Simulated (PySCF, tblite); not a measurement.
# C₄H₆GeO₂S: geometry, infrared bands and NMR shifts

What infrared bands and NMR shifts should C₄H₆GeO₂S (`O=CO/C=C1\[CH2][GeH2][S]1`) show?

Computed with tblite 0.8.0 and PySCF 2.14.0, with density-fitted response routines of our own, on a single molecule in the gas phase. Atoms are numbered from 0 throughout.

**1. Starting geometry**

14 atoms, charge 0, multiplicity 1; geometry from: force field or distance geometry start.

Bonds of the start (Å): O0–C1 1.24, C1–O2 1.41, O2–C3 1.40, C3–C4 1.33, C4–C5 1.52, C5–Ge6 1.91, Ge6–S7 2.15, S7–C4 1.84, C1–H8 1.09, C3–H9 1.07, C5–H10 1.11, C5–H11 1.11, Ge6–H12 1.54, Ge6–H13 1.55.

**2. Optimising the geometry with GFN2-xTB**

Job settings and geometry (Å):

```
{"job": {"kind": "relax", "xc": "GFN2-xTB", "basis": "xTB"}, "charge": 0, "multiplicity": 1}
O     -3.804300     0.443400    -0.937000
C     -3.281000    -0.363600    -0.147800
O     -1.884900    -0.383900     0.069600
C     -1.022800     0.500200    -0.595100
C      0.278900     0.425900    -0.339100
C      1.137600    -0.452100     0.551900
Ge     2.941800     0.128000     0.291100
S      1.726500     1.374400    -0.976800
H     -3.891400    -1.075100     0.400900
H     -1.396100     1.226400    -1.286300
H      1.035600    -1.518800     0.260300
H      0.845200    -0.318000     1.617900
H      3.793400    -0.886300    -0.496200
H      3.520800     0.899000     1.504800
```

Launch:

```sh
$ OMP_NUM_THREADS=1 python probes_run.py task.json out
```

One launch serves the whole session: the jobs run in the order shown.

**Question.** This job is followed by: GFN2-xTB harmonic vibrations, gas phase; GIAO PBE0/pcSseg-1 NMR shielding, non-relativistic, gas phase. Predict these results of the whole session: strongest single infrared mode (GFN2-xTB); zero-point energy (GFN2-xTB); 13C shifts against TMS (PBE0/pcSseg-1); 1H shifts against TMS (PBE0/pcSseg-1, means over atoms taken as alike); 17O shifts against H2O (PBE0/pcSseg-1); 73Ge shifts against GeMe4 (PBE0/pcSseg-1); 33S shifts against CS2 (PBE0/pcSseg-1); surface potential, 1st and 99th percentile.

The runs gave:

| quantity | value |
| --- | --- |
| strongest single infrared mode (GFN2-xTB) | 1781 cm⁻¹, 756 km/mol |
| zero-point energy (GFN2-xTB) | 54.1 kcal/mol |
| 13C shifts against TMS (PBE0/pcSseg-1) | 159.5, 134.8, 134.3, 28.2 ppm |
| 1H shifts against TMS (PBE0/pcSseg-1, means over atoms taken as alike) | 7.94, 7.76, 5.57, 3.23 ppm |
| 17O shifts against H2O (PBE0/pcSseg-1) | 437.0, 252.3 ppm |
| 73Ge shifts against GeMe4 (PBE0/pcSseg-1) | -78 ppm |
| 33S shifts against CS2 (PBE0/pcSseg-1) | -18 ppm |
| surface potential, 1st and 99th percentile | -1.55 V and 1.62 V |

Relaxing lowered the energy by 1.151 eV in 29 steps; the close pair that moved most is C1–O2, from 1.413 to 1.327 Å. No mode is imaginary among the 36: a minimum at this level. The strongest single mode, at 1781 cm⁻¹, moves mainly C1 and O0. Unscaled tight-binding wavenumbers are off by several per cent, some by more. Its intensities can rank the bands wrongly. C1 (ester carbonyl carbon) lies farthest downfield among carbon, at 159.5 ppm; it is a carbonyl in resonance with an O or N lone pair, the region of acids, esters and amides. At PBE0/pcSseg-1: Shielding is most anisotropic at O0 (span 691 ppm, paramagnetic term -502 ppm). By nearest atom (PBE0/pcSseg-1), the HOMO sits on S7 41 %; C3 24 % and the LUMO on Ge6 31 %; S7 22 %. Spin-orbit coupling is left out, which matters for shieldings and couplings at and beside the heavy atoms.
